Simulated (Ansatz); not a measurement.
Input of an Ansatz 0.2.0 run:

The input input.yaml:

```yaml
crystal:
  lattice:
    - [5.45204, 0.0, 0.0]
    - [-2.72602, 4.72161, 0.0]
    - [0.0, 0.0, 9.57902]
  atoms:
    - { symbol: Ta, position: [0.0, 0.0, 0.19408] }
    - { symbol: Ta, position: [0.0, 0.0, 0.80592] }
    - { symbol: Ta, position: [0.66667, 0.33333, 0.0] }
    - { symbol: As, position: [0.0, 0.0, 0.5] }
    - { symbol: Au, position: [0.33333, 0.66667, 0.27428] }
    - { symbol: Au, position: [0.33333, 0.66667, 0.72572] }
    - { symbol: O, position: [0.0, 0.0, 0.0] }
    - { symbol: O, position: [0.23947, 0.97129, 0.36402] }
    - { symbol: O, position: [0.02871, 0.26818, 0.36402] }
    - { symbol: O, position: [0.73182, 0.76053, 0.36402] }
    - { symbol: O, position: [0.23947, 0.97129, 0.63598] }
    - { symbol: O, position: [0.02871, 0.26818, 0.63598] }
    - { symbol: O, position: [0.73182, 0.76053, 0.63598] }
    - { symbol: O, position: [0.38452, 0.33425, 0.85844] }
    - { symbol: O, position: [0.66575, 0.05026, 0.85844] }
    - { symbol: O, position: [0.94974, 0.61548, 0.85844] }
    - { symbol: O, position: [0.38452, 0.33425, 0.14156] }
    - { symbol: O, position: [0.66575, 0.05026, 0.14156] }
    - { symbol: O, position: [0.94974, 0.61548, 0.14156] }
hamiltonian:
  xc: pbe
  pseudopotentials: { kind: paw }
  hubbard:
    sites:
      - { species: Au, l: d, u_eff: 8.0 }
      - { species: Ta, l: d, u_eff: 8.0 }
kpoints:
  mp_grid: { grid: [6, 6, 3] }
scf:
  occupations: { method: fermi_dirac, width: 0.05 }
  n_extra_bands: 47
output:
  forces: true
  stress: true
  eigenvalues: true
  dos: { projected: true, de: 0.05, nscf_kmesh: { grid: [9, 9, 5] } }
```

Potentials or basis: Ansatz PAW.

The run is started by

```console
$ ansatz run input.yaml --threads 8 --pin off --max-ram 20480MiB --backend cpu --events-out ev --progress --plain --runs-dir out
```

(1) Estimate the pressure.

(2) Estimate the largest force.

Results:

(1) 5.4 GPa.

(2) 1.126 eV/Å.

Caveat: the pressure holds a Pulay correction of +0.7 GPa for the finite cutoff; U without spin polarisation on a metal has little footing; forces of over 1 eV/Å show positions far from the minimum, so gaps and moduli don't describe the material at rest.
